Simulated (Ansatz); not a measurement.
# NiMoIrPdW (P-3m1) in Ansatz: equation of state

How stiff is NiMoIrPdW in PBE, and what volume does it want? The cell is scaled to several volumes.

All numbers are computed with Ansatz 0.2.0; they aren't measurements. Logs are shortened: lines on timing, memory, paths and dates and some standing lists are left out, and cuts for length are marked.

## 1. The structure

Symmetry: P-3m1, No. 164, trigonal system. The conventional cell has a = 2.771 Å, b = 2.771 Å, c = 22.020 Å, α = 90.00°, β = 90.00°, γ = 120.00°. Ni (site symmetry 3m) is surrounded by 3 Mo at 2.55 Å and 3 Pd at 2.65 Å and 6 Ni at 2.77 Å. Around Mo (site symmetry 3m) lie 3 Ni at 2.55 Å and 3 Ir at 2.76 Å and 6 Mo at 2.77 Å. Pd (site symmetry 3m) is surrounded by 3 Ni at 2.65 Å and 9 Pd at 2.77 to 2.84 Å. Around Ir (site symmetry 3m) lie 3 Mo at 2.76 Å and 3 W at 2.77 Å and 6 Ir at 2.77 Å. W (site symmetry 3m) has 3 Ir at 2.77 Å and 9 W at 2.77 to 2.93 Å as nearest neighbours.

The cell was built by a generator and needn't be a form met in nature.

## 2. Single point, PBE, collinear spin, ferromagnetic start, 13.76 Å³/atom (volume scaled by 0.94)

Input file input.yaml:

```yaml
crystal:
  lattice:
    - [2.7142861693, 0.0, 0.0]
    - [-1.3571479826, 2.3506442141, 0.0]
    - [0.0, 0.0, 21.5701040753]
  atoms:
    - { symbol: Ni, position: [0.33333, 0.66667, 0.85081], spin: 1.0 }
    - { symbol: Ni, position: [0.66667, 0.33333, 0.14919], spin: 1.0 }
    - { symbol: Mo, position: [0.66667, 0.33333, 0.76059], spin: 1.0 }
    - { symbol: Mo, position: [0.33333, 0.66667, 0.23941], spin: 1.0 }
    - { symbol: Pd, position: [0.33333, 0.66667, 0.05329] }
    - { symbol: Pd, position: [0.66667, 0.33333, 0.94671] }
    - { symbol: Ir, position: [0.33333, 0.66667, 0.65827], spin: 0.6 }
    - { symbol: Ir, position: [0.66667, 0.33333, 0.34173], spin: 0.6 }
    - { symbol: W, position: [0.33333, 0.66667, 0.44418] }
    - { symbol: W, position: [0.66667, 0.33333, 0.55582] }
hamiltonian:
  xc: pbe
  pseudopotentials: { kind: paw }
magnetization:
  spin_polarized: true
kpoints:
  mp_grid: { grid: [11, 11, 2] }
scf:
  occupations: { method: fermi_dirac, width: 0.05 }
output:
  forces: true
  stress: true
  eigenvalues: true
```

Potentials or basis: Ansatz PAW.

Command:

```sh
ansatz run input.yaml --threads 8 --pin off --max-ram 20480MiB --backend cpu --events-out ev --progress --plain --runs-dir out
```

The log of the run:

```text
Warning: the atoms were moved onto the symmetric positions of the space group found under crystal.symmetry.tolerance 1.0e-5 (fractional; no operation is sought that the atoms, as they stand in a round, miss by more than twice it, and no atom is moved by as much as it), and the run uses the moved positions. Before a round's move an operation carried an atom to 2.71e-5 Å from where it should land, the largest such distance. Atom 0 (counting from 0) moved farthest, by 1.57e-5 Å; the longest move in fractions of the cell, of whichever atom, is 0.47 of the tolerance, in 1 round. To run the atoms as typed, lower crystal.symmetry.tolerance until the operations that they miss are no longer found, or set crystal.symmetry.detect: false (a key that needs symmetry detection or time reversal refuses this as the deck is read). The positions used, in the order of the run's atom list: position: [0.3333333333333333, 0.6666666666666666, 0.85081]; position: [0.6666666666666666, 0.3333333333333333, 0.14919]; position: [0.6666666666666666, 0.3333333333333333, 0.76059]; position: [0.3333333333333333, 0.6666666666666666, 0.23941]; position: [0.3333333333333333, 0.6666666666666666, 0.05329]; position: [0.6666666666666666, 0.3333333333333333, 0.94671]; position: [0.3333333333333333, 0.6666666666666666, 0.65827]; position: [0.6666666666666666, 0.3333333333333333, 0.34173]; position: [0.3333333333333333, 0.6666666666666666, 0.44418]; position: [0.6666666666666666, 0.3333333333333333, 0.55582]; The lattice was moved too: crystal.lattice, of which some number shows no typed digit to judge by, misses the space group found at crystal.symmetry.tolerance 1.0e-5 by more than rounding, which is why this is a warning: the operation that it misses by the most changes a squared length by the fraction 4.62e-6, and from 1e-6 on that is taken for a strain and not for rounding. The run uses the lattice that is a stretch of the typed one, with no rotation, onto the one that keeps every operation to a double's rounding (on a very oblique basis the stretch itself rounds by more); the deck's lattice vector that moved farthest moved by 3.46e-6 Å. To run the lattice as typed, set crystal.symmetry.tolerance under 4.49e-7, the least fraction by which an operation that the lattice misses changes a squared length (the same key also sets how far an atom may lie from its image, so lowering it can lose operations that the atoms keep only within it), or set crystal.symmetry.detect: false, as for the atoms. crystal.lattice made exact, in Å and degrees: [[2.71428815443187, 2.8278327508923397e-6, 0.0], [-1.357146526190935, 2.350641081012804, 0.0], [0.0, 0.0, 21.5701040753]]. Pasted over the deck's crystal.lattice, beside positions in fractional coordinates, it runs the same cell (given as lengths and angles, that cell in the form's own orientation, a rigid turn of the misfit's size from the one run here, for which a checkpoint.post_process_only pass over this run's state can be refused: where this run relaxes nothing, give such a pass this deck's own crystal.lattice, as typed; behind a relaxation, as crystal.lattice, the state's own cell, identity.cell in its checkpoint.json), and a matrix so pasted ends this notice, except on a very skew basis of the lattice, where the rounding of the pasted numbers themselves can read as a misfit: the cell is then moved again, and that move is told again. The lattice as run is in this notice's lattice.as_run_ang field (Run.prep()["deck_notices"] in Python, the deck_notice line of an events file, deck_notices of ansatz run --dry-run=json, or deck_notices in record.json in the deck's checkpoint.write directory).
Warning: RAYON_NUM_THREADS=8 ignored (pool sized by the plan → 8); use --threads N
Engine: ansatz 0.2.0, aarch64-unknown-linux-gnu
Pseudopotentials: kind: paw
Pseudopotential: Ni, paw, valence charge 18, recommended cutoff 420 eV (normal), Ni.paw.azcp
Pseudopotential: Mo, paw, valence charge 14, recommended cutoff 420 eV (normal), Mo.paw.azcp
Pseudopotential: Pd, paw, valence charge 18, recommended cutoff 420 eV (normal), Pd.paw.azcp
Pseudopotential: Ir, paw, valence charge 17, recommended cutoff 420 eV (normal), Ir.paw.azcp
Pseudopotential: W, paw, valence charge 14, recommended cutoff 420 eV (normal), W.paw.azcp
Functional definition: PBE
  parameter kappa = 0.804
  parameter beta = 0.06672455060314922
  exchange = pbe_x(kappa = kappa, mu = beta*pi^2/3)
  correlation = pbe_c(beta = beta)
Crystal: 10 atoms, lattice volume = 137.624 Å³
Basis set: ecut = 420 eV, 2719 PW (Γ), exchange–correlation on 40×40×300 points (8 copies of the dense FFT grid, shifted against one another)
Bands: 101, of which v1, the nominal top of the filled ones, is band 81 counted from 1 (80 counted from 0)
Symmetry: 12 space group operations
[... 56 lines left out ...]
  E_local      = -20449.637205  (includes V_loc(G=0)·N_el)
  E_nonlocal   = 2140.726300
  E_hartree    = 8734.372139
  E_xc         = -1951.803612
  E_vxc        = -2188.667940  (∫ρ·V_xc dr)
  E_paw        = -52737.829346  (= ΣΔE_a)
  E_vpaw       = -2716.962468  (= ΣTr[D̂ρ^β])
  E_aug_tail   = 0.001619  (compensation charges beyond the density's cutoff)
  E_ewald      = -20555.376293
  E_smearing   = -0.078742  (= −TS)
  E_closure    = -0.000000  (closes the sum)
  Σ components = -80177.079361   (vs F -80177.079361, Δ=0.00e0)
--- Forces (eV/Å), atoms counted from 1 ---
  atom   1  Ni     0.00000000    -0.00000000     0.30641969
  atom   2  Ni    -0.00000000     0.00000000    -0.30641969
  atom   3  Mo     0.00000000    -0.00000000     0.07463216
  atom   4  Mo    -0.00000000     0.00000000    -0.07463216
  atom   5  Pd     0.00000000     0.00000000    -0.01381082
  atom   6  Pd    -0.00000000    -0.00000000     0.01381082
  atom   7  Ir    -0.00000000     0.00000000     0.07101148
  atom   8  Ir     0.00000000    -0.00000000    -0.07101148
  atom   9  W      0.00000000     0.00000000     0.14499699
  atom  10  W      0.00000000    -0.00000000    -0.14499699
  max |Σ_I F_I| component: 2.78e-17 eV/Å
--- Stress (GPa, compression-positive) ---
       18.267285      -0.000000      -0.000000
        0.000000      18.267285       0.000000
       -0.000000       0.000000      17.740706
  P = ⅓ Tr σ = 18.0918 GPa (180.918 kbar)
--- Band table (eV; the first three rows and the last of 64) ---
  k-point 0 ↑: bands = ["-80.7590", "-80.7590", "-70.1479", "-70.1479", "-61.7846", "-61.7610", "-51.2375", "-51.1880", "-41.3734", "-41.3734", "-41.0196", "-41.0196", "-41.0196", "-41.0196", "-38.5724", "-38.5724", "-27.5766", "-27.3869", "-27.3341", "-27.3341", "-27.3099", "-27.3099", "-27.0759", "-27.0758", "-26.7451", "-26.7451", "-26.7451", "-26.7451", "-15.9354", "-15.3583", "-14.7992", "-14.7992", "-14.7405", "-14.7405", "-12.7666", "-12.7666", "-11.8534", "-11.8534", "-11.8534", "-11.8534", "12.5456", "13.0611", "14.5122", "14.9145", "15.2842", "15.4860", "16.2281", "16.7471", "17.1727", "17.2926", "18.9933", "18.9933", "19.0074", "19.0074", "19.3166", "19.3460", "19.4818", "19.4837", "19.4837", "19.6487", "19.6487", "20.2579", "20.2679", "20.2679", "20.3063", "20.3521", "20.3521", "20.6455", "20.6455", "20.7060", "20.7060", "20.7854", "20.7854", "20.8051", "20.8700", "20.8700", "20.8822", "21.4297", "21.4297", "21.7850", "21.7850", "21.8247", "22.1534", "22.1534", "22.2096", "22.2096", "22.2777", "22.7218", "22.7218", "22.8239", "22.8239", "23.4715", "25.0756", "25.0756", "25.1133", "25.1133", "25.5510", "25.5510", "26.6115", "26.6115", "31.2326"]
  k-point 1 ↑: bands = ["-80.7590", "-80.7590", "-70.1479", "-70.1479", "-61.7846", "-61.7610", "-51.2375", "-51.1880", "-41.3734", "-41.3734", "-41.0196", "-41.0196", "-41.0196", "-41.0196", "-38.5724", "-38.5724", "-27.5766", "-27.3869", "-27.3341", "-27.3341", "-27.3099", "-27.3099", "-27.0759", "-27.0758", "-26.7451", "-26.7451", "-26.7451", "-26.7451", "-15.9355", "-15.3583", "-14.7992", "-14.7992", "-14.7405", "-14.7405", "-12.7666", "-12.7665", "-11.8534", "-11.8534", "-11.8534", "-11.8534", "12.5462", "13.0588", "14.5561", "14.8408", "15.3038", "15.4848", "16.2891", "16.6935", "17.1617", "17.3067", "18.9931", "18.9931", "19.0076", "19.0076", "19.3277", "19.3631", "19.4094", "19.4836", "19.4836", "19.6487", "19.6487", "20.2592", "20.2592", "20.2793", "20.3700", "20.3700", "20.4009", "20.6578", "20.6578", "20.6720", "20.6720", "20.7488", "20.7488", "20.7961", "20.9402", "20.9402", "21.0177", "21.3631", "21.3802", "21.3802", "21.8498", "21.8498", "22.0787", "22.0787", "22.2471", "22.2471", "22.6750", "22.7232", "22.7232", "22.8233", "22.8233", "23.3365", "25.0754", "25.0754", "25.1135", "25.1135", "25.5510", "25.5510", "26.6115", "26.6115", "31.3262"]
  k-point 2 ↑: bands = ["-80.7585", "-80.7585", "-70.1444", "-70.1444", "-61.7806", "-61.7579", "-51.2260", "-51.1782", "-41.3725", "-41.3724", "-41.0248", "-41.0248", "-41.0209", "-41.0209", "-38.5536", "-38.5536", "-27.5701", "-27.3934", "-27.3565", "-27.3420", "-27.3385", "-27.3162", "-27.0690", "-27.0689", "-26.7950", "-26.7950", "-26.7570", "-26.7570", "-15.9102", "-15.3563", "-14.9135", "-14.8585", "-14.8288", "-14.7646", "-12.7481", "-12.7481", "-11.9762", "-11.9762", "-11.8810", "-11.8810", "12.8898", "13.3858", "14.8234", "15.1967", "15.5236", "15.8160", "16.5002", "17.0198", "17.3600", "17.4774", "18.7248", "18.7648", "19.2322", "19.2533", "19.2685", "19.3108", "19.3133", "19.3565", "19.4582", "19.6497", "19.6663", "19.8113", "19.9240", "20.1992", "20.3045", "20.3089", "20.4171", "20.4431", "20.4592", "20.6378", "20.7202", "20.7271", "20.7541", "20.7806", "20.8413", "20.8596", "21.2382", "21.3236", "21.4150", "21.4466", "21.6992", "21.8855", "21.9067", "21.9934", "22.2139", "22.3350", "22.4620", "22.7141", "22.8324", "22.8986", "22.9931", "23.7650", "24.9882", "25.0829", "25.1721", "25.4743", "25.7552", "25.8781", "26.6496", "27.2484", "31.2941"]
  k-point 31 ↓: bands = ["-80.7516", "-80.7516", "-70.0984", "-70.0984", "-61.7249", "-61.7225", "-51.0646", "-51.0595", "-41.3609", "-41.3609", "-41.0709", "-41.0709", "-41.0583", "-41.0583", "-38.3026", "-38.3026", "-27.6314", "-27.6116", "-27.5623", "-27.5286", "-27.4200", "-27.4031", "-27.2281", "-27.2281", "-27.1106", "-27.1106", "-26.9785", "-26.9785", "-15.9435", "-15.8859", "-15.6817", "-15.5920", "-15.3713", "-15.3254", "-13.0054", "-13.0054", "-12.7248", "-12.7248", "-12.5033", "-12.5033", "16.7169", "16.7808", "17.0748", "17.2987", "17.5293", "17.6109", "17.7299", "17.7511", "17.9147", "18.2165", "18.2232", "18.3009", "18.4523", "18.5005", "18.5252", "18.9268", "19.0107", "19.0414", "19.0956", "19.2858", "19.7292", "19.7844", "19.8831", "19.9092", "20.0623", "20.0962", "20.1099", "20.1646", "20.5437", "20.5573", "20.7847", "21.0619", "21.3822", "21.8045", "21.8459", "21.9546", "22.1102", "22.2388", "22.2686", "22.5591", "22.5848", "22.8503", "23.5530", "24.0984", "24.1263", "24.4481", "24.4518", "24.8298", "25.8600", "26.3166", "27.2254", "27.5661", "27.6723", "27.6983", "28.9933", "29.0469", "29.3145", "29.3463", "29.9237", "30.0145", "30.8197"]
```

Wall time 16 s (8 threads of Arm Neoverse V1, shared host); peak memory 1.4 GiB.

Results:

```yaml
Free_energy: -80177.0794 eV
Pressure: 18.1 GPa
Largest_force: 0.306 eV/Å
Band_gap_on_the_k_mesh: none (metal or under the smearing width)
Net_moment: 0.00 μB per cell
Absolute_moment: 0.00 μB per cell
```

Caveat: the starting moments weren't kept.

## 3. Single point, PBE, collinear spin, ferromagnetic start, 14.06 Å³/atom (volume scaled by 0.96)

input.yaml: that of step 2 with these lines changed.

```diff
@@ -2,5 +2,5 @@
   lattice:
-    - [2.7142861693, 0.0, 0.0]
-    - [-1.3571479826, 2.3506442141, 0.0]
-    - [0.0, 0.0, 21.5701040753]
+    - [2.7334014905, 0.0, 0.0]
+    - [-1.3667056777, 2.367198592, 0.0]
+    - [0.0, 0.0, 21.7220112216]
   atoms:
@@ -29 +29,5 @@
   eigenvalues: true
+  write_density: true
+  write_potential: true
+  elf: true
+  volumetric_format: npy
```

Potentials or basis: Ansatz PAW.

Command:

```sh
ansatz run input.yaml --threads 8 --pin off --max-ram 20480MiB --backend cpu --events-out ev --progress --plain --runs-dir out
```

Run time: 19 s. Hardware: 8 threads of Arm Neoverse V1, shared host; peak memory 1.4 GiB.

The run converged. Its results:

| Quantity | Value |
| --- | --- |
| Free energy | -80177.3475 eV |
| Pressure | 11.4 GPa |
| Largest force | 0.217 eV/Å |
| Band gap on the k mesh | none (metal or under the smearing width) |
| Net moment | 0.00 μB per cell |
| Absolute moment | 0.00 μB per cell |

Caveat: the starting moments weren't kept.

[end of part 1 of 2]
